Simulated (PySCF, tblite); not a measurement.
**C₅H₁₄Si₂: geometry, infrared bands and NMR shifts**

Wanted: the infrared bands and NMR shifts of C₅H₁₄Si₂ (`CC(C)/C=C/[SiH2][SiH3]`), by calculation.

The runs use tblite 0.8.0 and PySCF 2.14.0, with density-fitted response routines of our own; the level of theory stands in each step. All values are computed, except where a source is named. Atoms count from 0, in the outputs and in this text.

### Step 1. The molecule as given

21 atoms, charge 0, multiplicity 1; geometry from: force field or distance geometry start.

Bonds of the start (Å): C0–C1 1.52, C1–C2 1.52, C1–C3 1.51, C3–C4 1.35, C4–Si5 1.83, Si5–Si6 2.32, C0–H7 1.09, C0–H8 1.10, C0–H9 1.09, C1–H10 1.10, C2–H11 1.11, C2–H12 1.09, C2–H13 1.09, C3–H14 1.08, C4–H15 1.09, Si5–H16 1.48, Si5–H17 1.49, Si6–H18 1.49, Si6–H19 1.49, Si6–H20 1.48.

### Step 2. Relaxing the molecule with GFN2-xTB

The job: settings as JSON, then the geometry in Å.

```
{"job": {"kind": "relax", "xc": "GFN2-xTB", "basis": "xTB"}, "charge": 0, "multiplicity": 1}
C     -1.848600     0.990400    -1.557600
C     -1.712300     0.474300    -0.138500
C     -2.922300    -0.354800     0.278400
C     -0.456000    -0.359100    -0.017500
C      0.563900    -0.065200     0.817600
Si     2.107500    -1.038700     1.006100
Si     3.928700     0.152500     0.206400
H     -1.943100     0.178700    -2.274700
H     -2.744600     1.618800    -1.645400
H     -0.995700     1.598900    -1.840300
H     -1.646100     1.333000     0.542100
H     -3.845000     0.252700     0.216700
H     -3.070500    -1.221100    -0.366000
H     -2.834800    -0.712900     1.302800
H     -0.415700    -1.250900    -0.631600
H      0.517900     0.822100     1.450300
H      1.981800    -2.327400     0.285200
H      2.297500    -1.348800     2.452400
H      5.186400    -0.618500     0.408300
H      4.067400     1.445900     0.939300
H      3.774900     0.446900    -1.237900
```

Launch:

```bash
$ OMP_NUM_THREADS=1 python probes_run.py task.json out
```

This one command runs all jobs of the session in turn.

**Question.** This job is followed by: GFN2-xTB harmonic vibrations, gas phase; GIAO PBE0/pcSseg-1 NMR shielding, non-relativistic, gas phase. Predict these results of the whole session: strongest single infrared mode (GFN2-xTB); zero-point energy (GFN2-xTB); ¹³C shifts against TMS (PBE0/pcSseg-1, means over atoms taken as alike); ¹H shifts against TMS (PBE0/pcSseg-1, means over atoms taken as alike); ²⁹Si shifts against TMS (PBE0/pcSseg-1).

**Answer**, as computed:

| quantity | value |
| --- | --- |
| strongest single infrared mode (GFN2-xTB) | 670 cm⁻¹, 601 km/mol |
| zero-point energy (GFN2-xTB) | 103.4 kcal/mol |
| ¹³C shifts against TMS (PBE0/pcSseg-1, means over atoms taken as alike) | 168.7, 123.1, 43.7, 24.9 ppm |
| ¹H shifts against TMS (PBE0/pcSseg-1, means over atoms taken as alike) | 6.34, 5.78, 4.28, 3.39, 2.20, 1.05 ppm |
| ²⁹Si shifts against TMS (PBE0/pcSseg-1) | -76.1, -118.6 ppm |

Over 35 steps the energy fell by 0.105 eV; of the close pairs, C4–Si5 changed most, 1.835 to 1.879 Å. All 57 modes are real, so the xTB geometry is a minimum. The strongest single mode, at 670 cm⁻¹, moves mainly H16 and H17. Unscaled tight-binding wavenumbers are off by several per cent, some by more. Its intensities can rank the bands wrongly. At PBE0/pcSseg-1: The widest tensor belongs to C3: span 245 ppm, with a paramagnetic part of -240 ppm.
